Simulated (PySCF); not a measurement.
# GaNH2BrCl (SMILES [NH2][Ga]([Cl])[Br]): levels of theory compared

We compute a comparison of 6 runs (HF/STO-3G, HF/def2-SVP, PBE0/def2-SVP, B3LYP/6-31G*, B3LYP/aug-cc-pVDZ, PBE/def2-TZVP) of GaNH2BrCl. 

The calculation is run with PySCF 2.14.0.

## 1. The molecule

The species is GaNH2BrCl (6 atoms), meant as a singlet with charge 0. As SMILES, `[NH2][Ga]([Cl])[Br]`. The shape is that of a PBE0-D4/def2-TZVP optimisation.

Bond lengths: N1–Ga2 1.792 Å, Ga2–Cl3 2.127 Å, Ga2–Br4 2.268 Å, N1–H5 1.005 Å, N1–H6 1.005 Å. Angles: N1–Ga2–Cl3 119.9°, N1–Ga2–Br4 120.9°, Cl3–Ga2–Br4 119.3°, Ga2–N1–H5 123.0°, Ga2–N1–H6 123.0°, H5–N1–H6 113.7°.

## 2. Energy and gradient at HF/STO-3G (run 1)

The input, run.py:

```python
import pyscf.grad
from pyscf import gto

mol = gto.M(
    atom='''
N     -0.172532     2.019361    -0.072565
Ga     0.195209    -1.346052     0.001323
Cl     3.753374    -2.949674     0.959225
Br    -3.076852    -3.936866    -0.969807
H     -1.830956     2.871439    -0.430480
H      1.211314     3.220849     0.424810
''',
    basis='sto-3g',
    max_memory=1860,
    verbose=4,
    charge=0,
    unit='bohr',
)

hf = mol.RHF()
hf.conv_tol = 1e-10
hf.kernel()
if not hf.converged:
    hf = hf.newton().run(hf.mo_coeff, hf.mo_occ)

e_final = hf.e_tot
print('E = %.10f Eh' % e_final)
grad = hf.Gradients().kernel()
dip = hf.dip_moment()
pop, q = hf.mulliken_pop()
```

The run is started by

```
$ OMP_NUM_THREADS=1 python run.py
```

The log of the run:

```text
PySCF version 2.14.0

[... 64 lines left out ...]
converged SCF energy = -4955.20245941444
[... 13 lines left out ...]
Dipole moment(X, Y, Z, Debye): -1.18178,  2.93337, -0.12065
[... 59 lines left out ...]
charge of    5H =      0.17898
```

It took 4.5 s on 1 thread of Intel Xeon at 2.70GHz, shared host; peak memory 0.12 GiB.

## 3. Energy and forces at HF/def2-SVP (run 2)

The input, job.py:

```python
# [NH2][Ga]([Cl])[Br]
import pyscf.grad
from pyscf import gto

mol = gto.M(
    atom='''
N     -0.172532     2.019361    -0.072565
Ga     0.195209    -1.346052     0.001323
Cl     3.753374    -2.949674     0.959225
Br    -3.076852    -3.936866    -0.969807
H     -1.830956     2.871439    -0.430480
H      1.211314     3.220849     0.424810
''',
    charge=0,
    basis='def2-svp',
    spin=0,
    verbose=3,
    max_memory=1860,
    unit='bohr',
)

hf = mol.RHF()
hf.conv_tol = 1e-10
hf.kernel()
if not hf.converged:
    hf = hf.newton().run(hf.mo_coeff, hf.mo_occ)

etot = hf.e_tot
print('E = %.10f Eh' % etot)
grad = hf.Gradients().kernel()
hf.analyze()
```

The run is started by

```
$ OMP_NUM_THREADS=1 python job.py
```

The log of the run:

```text
converged SCF energy = -5010.17947132538
[... 12 lines left out ...]
MO #2   energy= -378.840448477192  occ= 2
[... 12 lines left out ...]
MO #15  energy= -8.02117202554743  occ= 2
[... 12 lines left out ...]
MO #28  energy= -3.17690569425626  occ= 2
[... 12 lines left out ...]
MO #41  energy= -0.4878140256408   occ= 2
[... 12 lines left out ...]
MO #54  energy= 0.383998828864476  occ= 0
[... 12 lines left out ...]
MO #67  energy= 0.831263471335606  occ= 0
[... 12 lines left out ...]
MO #80  energy= 1.20660278811357   occ= 0
[... 12 lines left out ...]
MO #93  energy= 2.43418034837281   occ= 0
[... 12 lines left out ...]
MO #106 energy= 4.15916969590286   occ= 0
[... 7 lines left out ...]
Dipole moment(X, Y, Z, Debye): -0.46313,  2.58554,  0.09100
```

Wall time 21 s (1 thread of Intel Xeon at 2.70GHz, shared host); peak memory 0.24 GiB.

Runs 3 to 5 aren't shown in full; the table further down has their settings and results.

## 4. Energy and forces at PBE/def2-TZVP (run 6)

The input, input.py:

```python
import pyscf.grad
from pyscf import gto, dft

mol = gto.M(
    atom='''
N     -0.091300     1.068600    -0.038400
Ga     0.103300    -0.712300     0.000700
Cl     1.986200    -1.560900     0.507600
Br    -1.628200    -2.083300    -0.513200
H     -0.968900     1.519500    -0.227800
H      0.641000     1.704400     0.224800
''',
    basis='def2-tzvp',
    verbose=4,
    spin=0,
    max_memory=1860,
)

mf = dft.RKS(mol, xc='pbe')
mf.conv_tol = 1e-10
mf.grids.level = 5
mf.kernel()
if not mf.converged:
    mf = mf.newton().run(mf.mo_coeff, mf.mo_occ)

etot = mf.e_tot
print('Final energy', etot)
grad = mf.Gradients().kernel()
mf.analyze()
```

The run is started by

```
$ OMP_NUM_THREADS=1 python input.py
```

The log of the run:

```text
PySCF version 2.14.0

[... 102 lines left out ...]
DFT Exchange-Correlation Energy =     -201.417676585581432
[... 23 lines left out ...]
MO #22  energy= -3.63853857240125  occ= 2
[... 21 lines left out ...]
MO #44  energy= -0.275718660743083 occ= 2
[... 21 lines left out ...]
MO #66  energy= 0.313021977235     occ= 0
[... 21 lines left out ...]
MO #88  energy= 0.862849009892179  occ= 0
[... 21 lines left out ...]
MO #110 energy= 1.51544254267286   occ= 0
[... 21 lines left out ...]
MO #132 energy= 2.11119282299519   occ= 0
[... 21 lines left out ...]
MO #154 energy= 3.90770443195152   occ= 0
[... 21 lines left out ...]
MO #176 energy= 31.4313550377946   occ= 0
[... 185 lines left out ...]
Dipole moment(X, Y, Z, Debye): -0.47344,  2.49690,  0.04757
```

It took 2.6 min on 1 thread of Intel Xeon at 2.70GHz, shared host; peak memory 2.4 GiB.

## 5. All runs side by side

| run | level | integration grid | Cartesian functions | energy (Eh) | dipole moment (D) | HOMO energy (eV) | LUMO energy (eV) | wall time |
| --- | --- | --- | --- | --- | --- | --- | --- | --- |
| 1 | HF/STO-3G | – | no | -4955.202459 | 3.16 | -8.40 | 5.20 | 4.5 s |
| 2 | HF/def2-SVP | – | no | -5010.179471 | 2.63 | -11.29 | 2.50 | 21 s |
| 3 | PBE0/def2-SVP | 5 | no | -5013.795751 | 2.68 | -7.83 | -0.90 | 45 s |
| 4 | B3LYP/6-31G* (Cartesian functions) | 5 | yes | -5014.793118 | 2.82 | -7.57 | -1.49 | 68 s |
| 5 | B3LYP/aug-cc-pVDZ | 5 | no | -5015.352074 | 2.45 | -7.82 | -1.74 | 1.9 min |
| 6 | PBE/def2-TZVP | 5 | no | -5014.409727 | 2.54 | -6.61 | -2.07 | 2.6 min |

## 6. Summary of results

| quantity | value |
| --- | --- |
| run 6: total energy | -5014.40973 Eh |
| run 6: dipole moment | 2.54 D |
| run 6: HOMO energy | -6.61 eV |
| run 6: LUMO energy | -2.07 eV |
| run 6: HOMO–LUMO gap | 4.54 eV |
| run 6: largest force on an atom | 0.390 eV/Å |

What this shows: The dipole moment (its size) runs from 2.45 D (B3LYP/aug-cc-pVDZ) to 3.16 D (HF/STO-3G). The two ends differ in method and basis. The HOMO–LUMO gap runs from 4.54 eV (PBE/def2-TZVP) to 13.79 eV (HF/def2-SVP). Totals of different functionals can't be ranked against each other. In run 1 the basis is minimal, so the values are rough. All runs together took 6.8 min, the longest 2.6 min.
